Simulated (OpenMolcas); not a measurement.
# Au⁶⁺ among point charges: CASSCF and CASPT2 levels and susceptibility

How does a field of 2 point charges split the states of Au⁶⁺, and what χT follows?

Method: state-averaged CASSCF and CASPT2, spin-orbit coupling by RASSI with atomic mean-field integrals. Code: OpenMolcas 26.06.

### 1 Starting point

* Species: Au⁶⁺ (gold, Z = 79, 73 electrons)
* Basis: ANO-RCC-VDZP [7s6p4d2f], 59 functions
* Scalar Hamiltonian: DKH2, point nucleus
* Inactive shells: 1s 2s 2p 3s 3p 3d 4s 4p 4d 4f 5s 5p
* Active space: 5 electrons in 5 orbitals (5d)
* Some configurations of this space: 5d⁵
* Orbitals: optimised for each spin and parity, averaged over all roots

The outer shells:

5d5
```
5d [↑ ][↑ ][↑ ][↑ ][↑ ]
```

The ion sits among 2 point charges of -2 e arranged as a linear pair (D∞h), 1.9 Å from the ion.

The work runs as a chain of OpenMolcas steps in one folder; each step below is one input file. Labels, J, g values, rates, χT and fits are worked out afterwards by a script from the matrices that RASSI stores. The input lists half of the charges; inversion (Group=XYZ) makes the rest.

### 2 Basis and integrals

Contents of a.inp:

```
&GATEWAY
Coord
1

Au 0.0 0.0 0.0
Basis=ANO-RCC-VDZP
Group=XYZ
NoMove
AngMom=0.0 0.0 0.0
AMFI
XField
1 Angstrom 0
0.000000 0.000000 1.900000 -2.000000
&SEWARD
```

The run is started by

```sh
$ OMP_NUM_THREADS=1 MOLCAS_MEM=1689 MOLCAS_PROJECT=a pymolcas a.inp > a.log
```

### 3 Reference wave functions, sextets of even parity, 1 root

Contents of a.inp:

```
&RASSCF
FileOrb=start.orb
Symmetry=1
Spin=6
nActEl=5 0 0
Inactive=15 19
Ras2=5 0
CIRoot=1 1 1
SDav=1
CIMx=300
Iter=120 100
PrWF=0.3
OrbListing=Nothing
MaxOrb=0
>>> COPY $Project.JobIph JOB001
```

start.orb holds the contracted functions of the basis, ordered by shell, or the orbitals of the step before.

### 4 Reference wave functions, quartets of even parity, 24 roots

Contents of a.inp:

```
&RASSCF
FileOrb=start.orb
Symmetry=1
Spin=4
nActEl=5 0 0
Inactive=15 19
Ras2=5 0
CIRoot=24 24 1
SDav=24
CIMx=300
Iter=120 100
PrWF=0.3
OrbListing=Nothing
MaxOrb=0
>>> COPY $Project.JobIph JOB002
```

### 5 CASSCF: doublets of even parity, 75 roots

Contents of a.inp:

```
&RASSCF
FileOrb=start.orb
Symmetry=1
Spin=2
nActEl=5 0 0
Inactive=15 19
Ras2=5 0
CIRoot=75 75 1
SDav=75
CIMx=300
Iter=120 100
PrWF=0.3
OrbListing=Nothing
MaxOrb=0
>>> COPY $Project.JobIph JOB003
```

### 6 State interaction with spin-orbit coupling

Contents of a.inp:

```
&RASSI
NrOfJobIphs=3 1 24 75
1
1 2 3 4 5 6 7 8 9 10 11 12 13 14 15 16 17 18 19 20 21 22 23 24
1 2 3 4 5 6 7 8 9 10 11 12 13 14 15 16 17 18 19 20 21 22 23 24 25 26 27
28 29 30 31 32 33 34 35 36 37 38 39 40 41 42 43 44 45 46 47 48 49 50 51
52 53 54 55 56 57 58 59 60 61 62 63 64 65 66 67 68 69 70 71 72 73 74 75
IphNames
JOB001
JOB002
JOB003
EJob
SpinOrbit
DIPRint=1.0
SOCoupling=1000.0
Subsets=2
Property=9
'ANGMOM' 1 'ANGMOM' 2 'ANGMOM' 3 'MLTPL  1' 1 'MLTPL  1' 2 'MLTPL  1' 3
'AMFI' 1 'AMFI' 2 'AMFI' 3
SOProperty=3
'ANGMOM' 1 'ANGMOM' 2 'ANGMOM' 3
```

### 7 CASPT2: IPEA 0.25, imaginary shift 0.1 (closed shells correlated: 5s 5p)

Contents of a.inp:

```
>>> COPY JOB001 $Project.JobIph
&CASPT2
Multistate=1 1
Frozen=14 16
IPEA=0.25
Imaginary=0.1
MaxIter=60
WThr=0.0 0.3 0.05
PrWF=0.5
NoMix
>>> COPY JOB002 $Project.JobIph
&CASPT2
Multistate=24 1 2 3 4 5 6 7 8 9 10 11 12 13 14 15 16 17 18 19 20 21 22
23 24
NoMult
Frozen=14 16
IPEA=0.25
Imaginary=0.1
MaxIter=60
WThr=0.0 0.3 0.05
PrWF=0.5
NoMix
>>> COPY JOB003 $Project.JobIph
&CASPT2
Multistate=75 1 2 3 4 5 6 7 8 9 10 11 12 13 14 15 16 17 18 19 20 21 22
23 24 25 26 27 28 29 30 31 32 33 34 35 36 37 38 39 40 41 42 43 44 45 46
47 48 49 50 51 52 53 54 55 56 57 58 59 60 61 62 63 64 65 66 67 68 69 70
71 72 73 74 75
NoMult
Frozen=14 16
IPEA=0.25
Imaginary=0.1
MaxIter=60
WThr=0.0 0.3 0.05
PrWF=0.5
NoMix
```

(Steps that only read results are left out.)

What does the calculation give? Wanted: spin-free ground state; lowest level; next level.

The runs gave:

| quantity | value |
| --- | --- |
| method | SS-CASPT2, IPEA 0.25, imaginary shift 0.1 (closed shells correlated: 5s 5p) |
| spin-free ground state | 6Sigma, 1-fold in its orbital part |
| lowest level | 2-fold, g = 0.00, 0.00, 8.89 |
| next level | 1899.1 cm⁻¹ |
| χT at 300 K | 2.69 cm³ K/mol |
| effective moment at 300 K | 4.64 μB |

Cost by method:

```
                                              method  time of its own steps  time with the reference
                                           A. CASSCF                   22 s                     22 s
B. SS-CASPT2, IPEA 0.25, imaginary shift 0.1, +5s 5p                  6.5 s                     28 s
```

Times are of one thread on a shared host.

The spin-free ground state (6Sigma) comes to 100 % from free-ion S terms and keeps the highest spin of the shell. χT at 300 K is 2.69, against 4.39 cm³ K/mol for the spin alone, so spin-orbit coupling lowers it. An active space of the d shell alone favours high spin; real ions in strong fields can be low spin. CASPT2 does not keep the components of a term degenerate, and the means are used. The field of point charges can differ much from that of real complexes. With metal d orbitals alone active, the gaps between spin states are rough; where two lie within a few thousand cm-1, their order is open. Point charges carry no covalency, so the field is a model and not that of real ligands.
